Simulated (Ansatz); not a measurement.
C2H6Sn, SMILES [CH2]1[CH2][SnH2]1, an atomisation energy

Computed with Ansatz 0.2.0, Python API.

`c2h6sn.xyz`
```text
9

C    -0.64520    0.31970   -0.75060
C     0.69200    0.51790   -0.31710
Sn   -0.35780   -0.91990    0.93890
H    -0.72900   -0.16260   -1.73120
H    -1.33810    1.23500   -0.56860
H     1.44460    0.09680   -1.00920
H     0.93440    1.49890    0.17300
H     0.48920   -2.44710    0.65880
H    -0.40150   -0.18500    2.58880
```

Run as a notebook:

```python
from collections import Counter
from dataclasses import dataclass

import ansatz as az
```

```python
@dataclass
class Options:
    basis_set: str = 'def2-SVP'
    method: str = 'ccsd_t'
```

```python
cfg = Options()
```

```python
def energy_of(molecule, charge=0, unpaired=0):
    calc = (
        molecule.calculation()
        .basis(gaussian=cfg.basis_set)
        .correlation(cfg.method)
    )
    if charge:
        calc = calc.charge(charge)
    if unpaired:
        calc = calc.spin('collinear', total=unpaired)
    report = calc.run(threads=1).report
    if report['published_state_doubts']:
        print('  doubts:', report['published_state_doubts'])
    return report['free_energy_ev']

system = az.Crystal.molecule_from_extxyz('c2h6sn.xyz')
```

```python
# unpaired electrons of the ground-state atoms
unpaired = {'C': 2, 'Sn': 2, 'H': 1}
counts = Counter(site.symbol for site in system.cartesian_sites)
atom_energy = {s: energy_of(az.Crystal.molecule().atom(s, (0, 0, 0)), 0, unpaired[s]) for s in counts}
whole = energy_of(system, 0, 0)
for s, e in atom_energy.items():
    print(f'{s:2s} x{counts[s]}  {e:14.5f} eV')
print(f'C2H6Sn: {whole:.5f} eV')
split = sum(counts[s] * e for s, e in atom_energy.items()) - whole
print(f'atomisation energy (no zero-point term): {split:.3f} eV, {split / sum(counts.values()):.3f} eV an atom')
```

    C  x2     -1026.28847 eV
    Sn x1     -5807.13565 eV
    H  x6       -13.58606 eV
    C2H6Sn: -7969.31130 eV
    atomisation energy (no zero-point term): 28.082 eV, 3.120 eV an atom

28.082 eV from the electronic energies, without the zero-point term.

Notes:
- The settings weren't tested for convergence.
- The geometry is a force-field or estimated start, not a minimum of this method, and the basis set is short of its limit. All parts are taken at fixed geometry, without zero-point energy.
- def2 sets replace the cores of elements past krypton by effective core potentials.
- In double-zeta sets correlated atomisation energies come out some 10 to 15 % low.
- The spin-orbit lowering of heavy atoms is left out.
- Run time: 9.1 s on 1 thread of Arm Neoverse V1 (shared host), peak memory 0.37 GiB.
